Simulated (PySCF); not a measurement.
# C8H9Cl: the cost of one run

Programs: PySCF 2.14.0, with density-fitted response routines of our own. Each step states its level of theory. These are calculated values for one molecule, in the gas phase or a continuum, unless marked as measured. Atoms are numbered from 0 throughout.

### 1 Starting geometry

18 atoms, charge 0, multiplicity 1; geometry from: GFN2-xTB. The atoms were then displaced at random by about 0.01 Å, so the start is not that level's minimum.

Bonds of the start (Å): Cl0–C1 1.80, C1–C2 1.53, C2–C3 1.52, C3–C4 1.52, C4–C5 1.31, C5–C6 1.53, C6–C7 1.51, C7–C8 1.35, C6–C2 1.52, C8–C3 1.54, C1–H9 1.10, C1–H10 1.09, C2–H11 1.10, C3–H12 1.07, C4–H13 1.09, C5–H14 1.06, C6–H15 1.07, C7–H16 1.08, C8–H17 1.07.

### 2 Optimising the geometry at PBE0-D3(BJ)/def2-SVP

Job settings and geometry (Å):

```
{"job": {"xc": "PBE0", "basis": "def2-SVP", "d3": "d3bj", "grid": 1, "shake": 0.01, "kind": "geom"}, "charge": 0, "multiplicity": 1}
Cl     3.091610    -0.519680    -1.056860
C      1.992090     0.156450     0.202190
C      0.638680    -0.548100     0.153060
C     -0.386740     0.021370     1.113190
C     -0.663400     1.361310     0.446560
C     -0.548180     1.196660    -0.852980
C     -0.212150    -0.277000    -1.081020
C     -1.447770    -1.028390    -0.640760
C     -1.582450    -0.854700     0.691650
H      2.495330    -0.009520     1.168730
H      1.892150     1.226930     0.025280
H      0.823210    -1.615330     0.321730
H     -0.229630     0.042440     2.170920
H     -0.935380     2.258850     1.008410
H     -0.681500     1.891280    -1.643650
H      0.182900    -0.520980    -2.046410
H     -2.103740    -1.559050    -1.309320
H     -2.352560    -1.210570     1.343530
```

Launch:

```console
OMP_NUM_THREADS=1 python probes_run.py task.json out
```

This one command runs all jobs of the session in turn.

Q: Estimate the wall time and peak memory of this first job on 1 thread of Arm Neoverse N1, shared host.

About 4.1 min, with a peak of 0.72 GiB.
